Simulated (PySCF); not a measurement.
# C8H8O2: the cost of one run

Programs: PySCF 2.14.0, with routines of our own; each step states its level. All values are computed. Atoms count from 0.

## 1. The system as given

18 atoms, charge 0, multiplicity 1; geometry from: GFN2-xTB.

## 2. Relaxing the molecule at CAM-B3LYP/6-31G*

What the job is given:

```
{"job": {"xc": "CAM-B3LYP", "basis": "6-31G*", "grid": 1, "kind": "geom"}, "charge": 0, "multiplicity": 1}
C      4.492282     1.090200    -0.359351
C      3.317751     0.861239    -0.257095
C      1.908918     0.595039    -0.139884
O      1.068780     1.459135    -0.109005
C      1.605593    -0.897165    -0.063894
C      0.176320    -1.089215     0.052404
C     -1.017907    -1.093898     0.154680
C     -2.454966    -0.962362     0.255243
C     -2.870727     0.389096    -0.361068
O     -2.292573     1.486313     0.289913
H      5.520225     1.288400    -0.450711
H      1.999988    -1.379438    -0.964112
H      2.133871    -1.317338     0.797948
H     -2.955819    -1.777583    -0.271490
H     -2.746185    -0.985663     1.308487
H     -3.952215     0.516941    -0.262200
H     -2.613046     0.390009    -1.431087
H     -1.329051     1.432608     0.206285
```

Command:

```sh
$ OMP_NUM_THREADS=4 python excited_run.py task.json out
```

The driver reads the jobs from task.json and runs them one after another.

Q: Estimate the wall time and peak memory of this first job on 4 threads of Intel Xeon 6975P-C, shared host.

About 37 s, with a peak of 1.1 GiB.
